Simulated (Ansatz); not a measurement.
**WS2: a single-point run**

Wanted: a converged single-point run for WS2, and a check of what comes out. The structure is shown as the input types it.

Computed with Ansatz 0.2.0 (density functional or hybrid calculation with the settings of its input, plane waves (as first typed), unless a step's input says otherwise).

## 1. The starting structure

The structure is hexagonal, space group P6_3/mmc (No. 194). Conventional cell: a = 3.170 Å, b = 3.170 Å, c = 12.491 Å, α = 90.00°, β = 90.00°, γ = 120.00°. Around W (site symmetry -6m2) lie 6 S at 2.41 Å. S (site symmetry 3m) is surrounded by 3 W at 2.41 Å.

Coordinates:

```xyz
6
Lattice="3.1699 0.0000 0.0000 -1.5850 2.7452 0.0000 0.0000 0.0000 12.4913" Properties=species:S:1:pos:R:3 pbc="T T T"
W     0.0000    1.8302    9.3699
W     1.5850    0.9151    3.1214
S     0.0000    1.8302    1.5587
S     1.5850    0.9151    7.8072
S     0.0000    1.8302    4.6841
S     1.5850    0.9151   10.9326
```

## 2. Input and run

input.yaml reads:

```yaml
crystal:
  lattice:
    - [3.1699334333, 0.0, 0.0]
    - [-1.5849667167, 2.7452428816, 0.0]
    - [0.0, 0.0, 12.4913127957]
  atoms:
    - { symbol: W, position: [0.3333333333, 0.6666666667, 0.7501134825] }
    - { symbol: W, position: [0.6666666667, 0.3333333333, 0.2498865175] }
    - { symbol: S, position: [0.3333333333, 0.6666666667, 0.1247807871] }
    - { symbol: S, position: [0.6666666667, 0.3333333333, 0.6250080566] }
    - { symbol: S, position: [0.3333333333, 0.6666666667, 0.3749919434] }
    - { symbol: S, position: [0.6666666667, 0.3333333333, 0.8752192129] }
kpoints:
  mp_grid: { grid: [6, 6, 2] }
hamiltonian:
  xc: r2scan
scf:
  occupations: { method: fixed }
  n_extra_bands: 5
  max_iter: 95
output:
  forces: true
  stress: true
  eigenvalues: true
basis:
  ecutwfc: 120
```

The run is started by

```bash
> ansatz run input.yaml --threads 4 --pin off --max-ram 4608MiB --backend cpu --events-out ev --progress --plain --runs-dir out
```

**Question.** How will this run end, and is anything wrong with its input?

This run ends as converged, with warnings (cutoff below recommended). It gives a largest force of 2.6 eV/Å, which is large; a structure far from rest gives such values too, whatever the setting.

Look at the input: basis.ecutwfc is 120. The basis cutoff is far too low: the plane waves can't represent the orbitals near the cores. The potentials' recommended cutoff is 500 eV.

Run again and compare: delete basis.ecutwfc (the default then holds).
